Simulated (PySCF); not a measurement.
# Mn(OH)₂: sextet, from a PBE minimum start

The task is one start of a wider search on Mn(OH)₂: the sextet, from a PBE minimum start. It is relaxed, tested by its Hessian and followed downhill if it is a saddle.

The runs use PySCF 2.14.0; PBE, basis Mn def2-SVP, O def2-SVP, H def2-SVP, no relativity, density fitting.

## 1. The system as given

5 atoms, charge 0, spin multiplicity 6.

Bond lengths: Mn1–O2 1.807 Å, Mn1–O3 1.807 Å, O2–H4 0.971 Å, O3–H5 0.971 Å. Angles: O2–Mn1–O3 172.1°, Mn1–O2–H4 127.8°, Mn1–O3–H5 127.8°.

```xyz
5
charge 0 multiplicity 6
Mn    0.0000    0.0000    0.0270
O     1.7961   -0.1591   -0.0976
O    -1.7961    0.1591   -0.0976
H     2.3776   -0.7517    0.4062
H    -2.3776    0.7517    0.4062
```

## 2. Finding the electronic state

One driver script runs all steps and calls PySCF; scf.py shows how it sets up the SCF of each step. The optimiser is the driver's own. After this first run the driver tries any further starts and a stability analysis.

scf.py reads:

```python
from pyscf import gto, scf, dft
mol = gto.M(atom='''
Mn     0.000010    -0.000002     0.026995
O      1.796051    -0.159082    -0.097596
O     -1.796068     0.159075    -0.097609
H      2.377593    -0.751662     0.406164
H     -2.377586     0.751670     0.406171''',
    basis={'Mn': 'def2-SVP', 'O': 'def2-SVP', 'H': 'def2-SVP'},
    charge=0, spin=5)
mf = dft.UKS(mol, xc='PBE')
mf.grids.atom_grid = (50, 194)
aux = {'Mn': 'def2-universal-JKFIT', 'O': 'def2-universal-JKFIT', 'H': 'def2-universal-JKFIT'}
mf = mf.density_fit(auxbasis=aux)
mf.conv_tol = 1e-08
mf.diis_space = 10
mf.max_cycle = 60
mf.init_guess = 'minao'
mf.verbose = 4
mf.kernel()
```

Run with:

```sh
> OMP_NUM_THREADS=2 python axn.py task.json out
```

The log of the run:

```text
init E= -1301.01135587562
[... the frontier-level lines of each cycle are left out ...]
cycle= 1 E= -1293.59304151207  delta_E= 7.42  |g|= 2.49  |ddm|= 6.72
cycle= 2 E= -1264.24817643769  delta_E= 29.3  |g|= 5.64  |ddm|=  8.2
cycle= 3 E= -1289.13204511462  delta_E= -24.9  |g|= 4.26  |ddm|= 4.93
cycle= 4 E= -1290.98892587665  delta_E= -1.86  |g|= 4.26  |ddm|= 0.52
cycle= 5 E= -1290.11684357059  delta_E= 0.872  |g|= 4.26  |ddm|= 0.322
cycle= 6 E= -1290.0973487303  delta_E= 0.0195  |g|= 4.26  |ddm|= 0.443
cycle= 7 E= -1290.14380046998  delta_E= -0.0465  |g|= 4.27  |ddm|= 0.911
cycle= 8 E= -1290.19302963053  delta_E= -0.0492  |g|= 4.26  |ddm|= 0.562
cycle= 9 E= -1290.23669165593  delta_E= -0.0437  |g|= 4.26  |ddm|= 0.416
cycle= 10 E= -1290.24771134046  delta_E= -0.011  |g|= 4.26  |ddm|= 0.0208
cycle= 11 E= -1290.38912066397  delta_E= -0.141  |g|= 4.28  |ddm|= 0.891
cycle= 12 E= -1217.86916413048  delta_E= 72.5  |g|= 7.55  |ddm|= 15.8
cycle= 13 E= -1299.59586921081  delta_E= -81.7  |g|= 2.04  |ddm|= 14.7
cycle= 14 E= -1294.70367480107  delta_E= 4.89  |g|= 3.89  |ddm|=  4.3
cycle= 15 E= -1296.40447901781  delta_E= -1.7  |g|= 3.48  |ddm|= 0.436
cycle= 16 E= -1297.07713614335  delta_E= -0.673  |g|= 3.33  |ddm|= 0.249
cycle= 17 E= -1296.90226715513  delta_E= 0.175  |g|= 3.38  |ddm|= 0.0794
cycle= 18 E= -1296.68534250534  delta_E= 0.217  |g|= 3.43  |ddm|= 0.111
cycle= 19 E= -1296.60898151743  delta_E= 0.0764  |g|= 3.45  |ddm|= 0.0296
cycle= 20 E= -1297.64402253347  delta_E= -1.04  |g|= 3.16  |ddm|= 0.551
cycle= 21 E= -1297.56876179903  delta_E= 0.0753  |g|= 3.19  |ddm|= 0.179
cycle= 22 E= -1297.28199230017  delta_E= 0.287  |g|= 3.27  |ddm|= 0.253
cycle= 23 E= -1301.6637423706  delta_E= -4.38  |g|=  0.9  |ddm|= 1.59
cycle= 24 E= -1300.0852785282  delta_E= 1.58  |g|= 1.78  |ddm|= 2.61
cycle= 25 E= -1301.98959567692  delta_E= -1.9  |g|= 0.322  |ddm|= 2.37
cycle= 26 E= -1302.03294019853  delta_E= -0.0433  |g|= 0.0991  |ddm|= 0.304
cycle= 27 E= -1302.03592735513  delta_E= -0.00299  |g|= 0.0537  |ddm|= 0.0986
cycle= 28 E= -1302.03713773672  delta_E= -0.00121  |g|= 0.00544  |ddm|= 0.0429
cycle= 29 E= -1302.03715256179  delta_E= -1.48e-05  |g|= 0.00225  |ddm|= 0.00784
cycle= 30 E= -1302.03715467969  delta_E= -2.12e-06  |g|= 0.000726  |ddm|= 0.00219
cycle= 31 E= -1302.03715496334  delta_E= -2.84e-07  |g|= 0.000142  |ddm|= 0.00087
cycle= 32 E= -1302.03715497444  delta_E= -1.11e-08  |g|= 3.06e-05  |ddm|= 0.000169
cycle= 33 E= -1302.03715497482  delta_E= -3.88e-10  |g|= 8.31e-06  |ddm|= 3.24e-05
Extra cycle  E= -1302.03715497463  delta_E= 1.9e-10  |g|= 2.18e-05  |ddm|= 2.43e-05
converged SCF energy = -1302.03715497463  <S^2> = 8.7625469  2S+1 = 6.0041808
```

This step, with its further starts and checks, ran for 21 s (2 threads of Intel Xeon 6975P-C (Granite Rapids), shared host).

Energies from each starting density:

```
                      start   energy (Eh)
    the minimal-basis guess  -1302.037155
a thermally smeared density  -1302.037155
      a smeared PBE density  -1302.037155
```

No lower solution of this spin turned up from the other starts or in the test of internal stability.

## 3. PBE minimum start, sextet: relaxation

The program finds C2 symmetry in the start, which this walk keeps. The walk stops when the largest gradient is under 0.0003 Eh/bohr and the energy has settled too.

Changes to scf.py since step 2:

```diff
@@ -3,5 +3,5 @@
-Mn     0.000010    -0.000002     0.026995
-O      1.796051    -0.159082    -0.097596
-O     -1.796068     0.159075    -0.097609
-H      2.377593    -0.751662     0.406164
-H     -2.377586     0.751670     0.406171''',
+Mn     0.000000     0.000000     0.036220
+O      1.796059    -0.159079    -0.088377
+O     -1.796060     0.159078    -0.088377
+H      2.377590    -0.751665     0.415394
+H     -2.377589     0.751667     0.415392''',
@@ -17 +16,0 @@
-mf.init_guess = 'minao'
```

The optimiser's trace:

```
step   energy (Eh)  change (kJ/mol)  largest symmetric gradient (Eh/bohr)
   0  -1302.037155             0.00                               0.00020
```

The walk took 0.8 s.

Positions (Å) and forces (eV/Å) along the way:

```
step 0
Mn   0.000   0.000   0.036   0.000   0.000   0.007
O    1.796  -0.159  -0.088  -0.010   0.005  -0.005
O   -1.796   0.159  -0.088   0.010  -0.004  -0.004
H    2.378  -0.752   0.415   0.000  -0.003   0.001
H   -2.378   0.752   0.415   0.000   0.003   0.001
```

It settles in C2 symmetry, 0.0 kJ/mol below the start, after 0 steps: Mn–O 1.807 Å (×2), O–H 0.971 Å (×2); H–O–Mn 127.8° (×2), O–Mn–O 172.1°.

## 4. Frequencies

The point is checked on the finer grid, and tightened if its gradient asks for it. The Hessian and the dipole derivatives come from central differences of analytic gradients, with steps of 0.02 bohr.

Changes to scf.py since step 3:

```diff
@@ -3,5 +3,5 @@
-Mn     0.000000     0.000000     0.036220
-O      1.796059    -0.159079    -0.088377
-O     -1.796060     0.159078    -0.088377
-H      2.377590    -0.751665     0.415394
-H     -2.377589     0.751667     0.415392''',
+Mn     0.000000     0.000000     0.036883
+O      1.796098    -0.157966    -0.087545
+O     -1.796098     0.157966    -0.087545
+H      2.377524    -0.752487     0.414230
+H     -2.377524     0.752489     0.414228''',
@@ -11 +11 @@
-mf.grids.atom_grid = (50, 194)
+mf.grids.atom_grid = (75, 302)
@@ -14 +14 @@
-mf.conv_tol = 1e-08
+mf.conv_tol = 1e-10
```

This SCF starts from the last density.

Log of the central SCF (cycles and frontier levels):

```text
init E= -1302.03714978869
[... the frontier-level lines of each cycle are left out ...]
cycle= 1 E= -1302.03714978814  delta_E= 5.5e-10  |g|= 3.78e-05  |ddm|= 3.76e-05
cycle= 2 E= -1302.03714978341  delta_E= 4.73e-09  |g|= 0.000112  |ddm|= 0.000111
cycle= 3 E= -1302.03714978875  delta_E= -5.34e-09  |g|= 3.78e-06  |ddm|= 8.35e-05
cycle= 4 E= -1302.03714978875  delta_E= -4.55e-12  |g|= 4.13e-07  |ddm|= 2.99e-06
Extra cycle  E= -1302.03714978875  delta_E= -4.55e-13  |g|= 9.32e-07  |ddm|= 9.67e-07
converged SCF energy = -1302.03714978875  <S^2> = 8.7625467  2S+1 = 6.0041808
```

The whole step took 40 s.

Geometry: C2; Mn–O 1.807 Å (×2), O–H 0.971 Å (×2); H–O–Mn 127.8° (×2), O–Mn–O 172.1°.

Harmonic modes (main isotopes):

| symmetry | ω (cm⁻¹) | IR (km/mol) | μ (u) |
| --- | --- | --- | --- |
| a | 109 | 6.4 | 6.83 |
| b | 109 | 5.4 | 2.92 |
| a | 206 | 95.7 | 1.12 |
| b | 451 | 277 | 1.20 |
| a | 481 | 47.9 | 1.31 |
| a | 623 | 1.3 | 4.47 |
| b | 743 | 168 | 8.72 |
| a | 3773 | 8.7 | 1.07 |
| b | 3773 | 91.4 | 1.07 |

No imaginary mode, so this is a minimum.

Properties at this point:

* Dipole moment: 1.81 D
* Highest occupied level: -4.72 eV
* Lowest empty level: -2.82 eV
* Rotational constants: 14.1, 0.1447, 0.1445 cm⁻¹
* Zero-point energy: 61.4 kJ/mol
* Principal polarisabilities: 22.0, 22.1, 48.1 bohr³
* Atomisation energy without zero-point energy: 1706 kJ/mol
* Principal traceless quadrupole moments about the centre of mass: -8.36, 1.47, 6.89 D Å
* Entropy at 298.15 K and 1 bar (electronic part: spin only): 308.0 J/(mol K)
* Heat capacity Cp at 298.15 K: 75.5 J/(mol K)
* Enthalpy at 298.15 K above 0 K: 17.09 kJ/mol
* Rotational symmetry number: 2
* Spin squared ⟨S²⟩: 8.763

Populations by atom (charges in e):

```csv
atom,Mulliken,Löwdin,polar tensor,spin (Mulliken),Mayer order to Mn1
Mn1,0.72,0.54,1.12,4.84,–
"O2,3",-0.53,-0.33,-0.82,0.07,1.04
"H4,5",0.17,0.06,0.26,0.01,0.02
```

Outer orbital energies (eV). α occupied: -7.50, -7.02, -6.85, -6.82, -6.32, -5.48, -4.78, -4.72; empty: -0.74, 1.19, 1.22, 1.64. β occupied: -22.39, -22.12, -11.04, -10.18, -6.93, -6.32, -6.20, -6.09; empty: -2.82, -2.45, -2.45, -1.66.

Mulliken populations on Mn1: s 6.60, p 12.43, d 5.25, f 0.00.

## 5. Results

| quantity | value |
| --- | --- |
| minimum | sextet, C2 |
| geometry | Mn–O 1.807 Å (×2), O–H 0.971 Å (×2); H–O–Mn 127.8° (×2), O–Mn–O 172.1° |
| wavenumbers (cm⁻¹) | 109 (a), 109 (b), 206 (a), 451 (b), 481 (a), 623 (a), 743 (b), 3773 (a), 3773 (b) |
| dipole moment | 1.81 D |
| highest occupied, lowest empty level (either spin) | -4.72, -2.82 eV |
| polar-tensor charge of Mn1 | +1.12 e |
| zero-point energy | 61.4 kJ/mol |
| entropy at 298.15 K | 308.0 J/(mol K) |
| atomisation energy (no zero-point energy) | 1706 kJ/mol |
| ⟨S²⟩ | 8.763 |

In words: The PBE minimum start keeps its C2 symmetry and ends in a minimum. In the infrared the band at 451 cm⁻¹ (b) leads. Most of the spin sits on Mn1 (Mulliken spin 4.84, against 5 for the whole molecule). Only this shape and spin were tried, so other structures or states may lie lower. Open d and f shells are described by one determinant, and the ground state may have another occupation or spin.

The search up to here took 62 s.
